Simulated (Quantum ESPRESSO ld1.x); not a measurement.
# Cd⁺ in [Kr] 4d9 5s1 5d1: an all-electron calculation

What are the levels of the cadmium ion Cd+, how large are its shells, and how does its energy divide?

Program: Quantum ESPRESSO ld1.x 7.5. Level of theory: scalar-relativistic Kohn-Sham, LDA (Slater exchange, Perdew-Wang correlation), spin-polarised, spherical densities, point nucleus; open shells are filled with parallel spins first. These are calculated values, not measurements, unless marked.

### 1 Starting point

- element: cadmium (Z = 48)
- charge: +1
- electrons: 47
- configuration: [Kr] 4d9 5s1 5d1

The outer shells:

Cd⁺
```
[Kr] core
4d [↑↓][↑↓][↑↓][↑↓][↑ ]
5s [↑ ]
5d [↑ ][  ][  ][  ][  ]
```

### 2 The calculation

ld1.in

```fortran
 &input
    atom='Cd',
    iswitch=1,
    rel=1,
    lsd=1,
    dft='PW',
    config='[Kr] 4d9 5s1 5d1',
    verbosity='high',
    prefix='ld1',
    max_out_wfc=37,
    file_charge='ld1.rho',
 /
```

Q: Predict the outcome of this run.

**Answer**, as computed:

```
                        quantity                   value
                    total energy      -5588.4957 hartree
exchange-correlation share of it                  2.66 %
                            −T/E                  1.0403
          highest occupied level        5d up, -4.606 eV
    most extended occupied level  5d up, <r> = 5.12 bohr
 radius at density 0.001 e/bohr³               4.58 bohr
    maxima of the radial density                       4
```

**Reading.** 5 principal shells are occupied and 4 maxima appear in the radial density; where shells overlap, one shows as a shoulder or not at all. Relativity lifts −T/E to 1.040. This is not the tabulated ground configuration, so its levels and sizes aren't those of the ground state, and no measured value stands beside it.
